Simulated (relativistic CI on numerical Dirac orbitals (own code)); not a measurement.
# Ru⁶⁺: how the levels respond to the fine-structure constant and the nuclear radius

How sensitive are the low transitions of Ru⁶⁺ to a change of α? Wanted is q = dE/dx with x = (α/α0)² − 1, and the field-shift factor by the mean square nuclear radius, for the lowest 30 levels.

Program: relativistic CI on numerical Dirac orbitals (own code) version 4. Level of theory: Dirac-Coulomb-Breit CI, KLI orbitals optimised for each configuration, derivatives by finite differences. These are calculated values, not measurements, unless marked.

## 1. The atom as given

* ion: Ru⁶⁺ (Ru VII)
* nuclear charge: 44
* electrons: 38
* isotope: A = 102
* first configuration: [Kr] 4d2

Outer shells as boxes (Hund's rule):

[Kr] 4d2
```
[Kr] core
4d [↑ ][↑ ][  ][  ][  ]
```

## 2. The run

The run's settings:

```ini
atom Ru  Z=44  charge=6  electrons=38
nucleus A=102  rms_radius_fm=4.4809
hamiltonian dirac-coulomb  breit=on  qed=off  c_scale=1
orbitals kli  potential=per-configuration
slater_scale 1
correlation none
mixing on
configurations
  [Kr] 4d2
  [Kr] 4d 5s
  [Kr] 4d 4f
  [Ar] 3d10 4s2 4p5 4d3
  [Kr] 4d 5p
  [Kr] 4f2
  [Kr] 4d 5d
end
derivatives alpha2 +-0.01 radius +-1%
```

Launch:

```
> python run_levels.py task.json out
```

The settings of every run stand in task.json; they run in order.

Results of the run (chosen fields of its result record, rounded):

```text
{
  "status": "converged",
  "levels [i, E_cm, J2, conf, term, w_term]": [
    [0, 0, 4, "4p6 4d2", "3F", 0.9776],
    [1, 2679.2476, 6, "4p6 4d2", "3F", 0.9993],
    [2, 5648.716, 8, "4p6 4d2", "3F", 0.9925],
    [3, 15374.718, 4, "4p6 4d2", "1D", 0.6951],
    [4, 16198.317, 0, "4p6 4d2", "3P", 0.9877],
    [5, 17342.015, 2, "4p6 4d2", "3P", 0.9981],
    [6, 20254.513, 4, "4p6 4d2", "3P", 0.7127],
    [7, 24469.405, 8, "4p6 4d2", "1G", 0.9924],
    [8, 52696.132, 0, "4p6 4d2", "1S", 0.9832],
    [9, 192588.99, 2, "4p6 4d 5s", "3D", 0.9995],
    [10, 193717.16, 4, "4p6 4d 5s", "3D", 0.9426],
    [11, 196649.09, 6, "4p6 4d 5s", "3D", 0.9995],
    [12, 202407.74, 4, "4p6 4d 5s", "1D", 0.941],
    [13, 264859.96, 4, "4p6 4d 5p", "1D*", 0.5097],
    [14, 266820.79, 2, "4p6 4d 5p", "3D*", 0.9356],
    [15, 269516.44, 4, "4p6 4d 5p", "3D*", 0.7507],
    [16, 271005.97, 6, "4p6 4d 5p", "3F*", 0.4993],
    [17, 271464.13, 4, "4p6 4d 5p", "3F*", 0.5349],
    [18, 274070.58, 6, "4p6 4d 5p", "3F*", 0.4991],
    [19, 277838.52, 8, "4p6 4d 5p", "3F*", 0.9995],
    [20, 279228.05, 2, "4p6 4d 5p", "3P*", 0.8701],
    [21, 279921.17, 0, "4p6 4d 5p", "3P*", 0.9995],
    [22, 281237.32, 4, "4p6 4d 5p", "3P*", 0.9163],
    [23, 283968.27, 6, "4p6 4d 5p", "1F*", 0.9438],
    [24, 288874.99, 2, "4p6 4d 5p", "1P*", 0.8637],
    [25, 334500.78, 4, "4p5 4d3", "5S*", 0.9401],
    [26, 336253.04, 6, "4p5 4d3", "5D*", 0.6242],
    [27, 336300.4, 4, "4p5 4d3", "5D*", 0.6883],
    [28, 336997.03, 2, "4p5 4d3", "5D*", 0.8378],
    [29, 337308.17, 6, "4p6 4d 4f", "3G*", 0.6021]
  ],
  "sensitivity [i, q_alpha_cm, field_shift_GHz_per_fm2]": [
    [0, 0, 0],
    [1, 2886, 0.03202],
    [2, 5640, 0.06459],
    [3, 2252, 0.09908],
    [4, 1364, 0.05943],
    [5, 2823, 0.07566],
    [6, 6159, 0.1282],
    [7, 3738, 0.1036],
    [8, 4051, 0.1973],
    [9, -1.618e+04, 11.29],
    [10, -1.543e+04, 11.27],
    [11, -1.223e+04, 11.34],
    [12, -1.221e+04, 10.79],
    [13, -1.225e+04, 2.14],
    [14, -1.092e+04, 2.118],
    [15, -7752, 2.159],
    [16, -7909, 2.17],
    [17, -6187, 2.063],
    [18, -4286, 2.063],
    [19, -1860, 2.094],
    [20, -6815, 2.071],
    [21, -5800, 2.053],
    [22, -3788, 2.117],
    [23, -4372, 2.097],
    [24, -2747, 2.106],
    [25, 1.272e+04, 1.092],
    [26, 8009, 1.164],
    [27, 7970, 1.132],
    [28, 8806, 1.105],
    [29, 2208, 1.653]
  ],
  "n_levels_all": 30,
  "configurations [conf, odd, states]": [
    ["4p6 4d2", 0, 45],
    ["4p6 4d 5s", 0, 20],
    ["4p6 4d 4f", 1, 140],
    ["4p5 4d3", 1, 720],
    ["4p6 4d 5p", 1, 60],
    ["4p6 4f2", 0, 91],
    ["4p6 4d 5d", 0, 100]
  ]
}
```

Run time: 4.4 s. Hardware: 1 thread of Neoverse-N1, shared host.

The relative sensitivity K = 2q/E of the transition from the lowest level:

```
                   level  energy (cm⁻¹)  q (cm⁻¹)       K  field shift (GHz/fm²)
                 4d2 3F3         2679.2      2886   2.154                  0.032
                 4d2 3F4         5648.7      5640   1.997                 0.0646
                 4d2 1D2        15374.7      2252   0.293                 0.0991
                 4d2 3P0        16198.3      1364   0.168                 0.0594
                 4d2 3P1        17342.0      2823   0.326                 0.0757
                 4d2 3P2          20255      6159   0.608                  0.128
                 4d2 1G4          24469      3738   0.305                  0.104
                 4d2 1S0          52696      4051   0.154                  0.197
               4d 5s 3D1         192589    -16180  -0.168                   11.3
               4d 5s 3D2         193717    -15430  -0.159                   11.3
               4d 5s 3D3         196649    -12230  -0.124                   11.3
               4d 5s 1D2         202408    -12210  -0.121                   10.8
4d 5p [4d3/2 5p1/2] J=2°         264860    -12250  -0.093                   2.14
              4d 5p 3D°1         266821    -10920  -0.082                   2.12
              4d 5p 3D°2         269516     -7752  -0.058                   2.16
4d 5p [4d5/2 5p1/2] J=3°         271006     -7909  -0.058                   2.17
4d 5p [4d3/2 5p3/2] J=2°         271464     -6187  -0.046                   2.06
```

## 3. Results

| quantity | value |
| --- | --- |
| lowest level | 4d2 3F2 |
| largest q in size, lowest 30 levels | -16180 cm⁻¹ (4d 5s 3D1) |
| largest K in size within the lowest configuration | 2.15 (4d2 3F3) |
| largest field-shift factor among them | 11.3 GHz/fm² (4d 5s 3D3) |

Among these levels the largest q belongs to 4d 5s 3D1, a change of configuration. The fine-structure partner 3F3 has K = 2.15, close to the 2 of an interval that scales as α². K = 2q/E, the relative sensitivity of a level, hangs on the computed energy: between configurations that lie close it can be off by a factor of several.
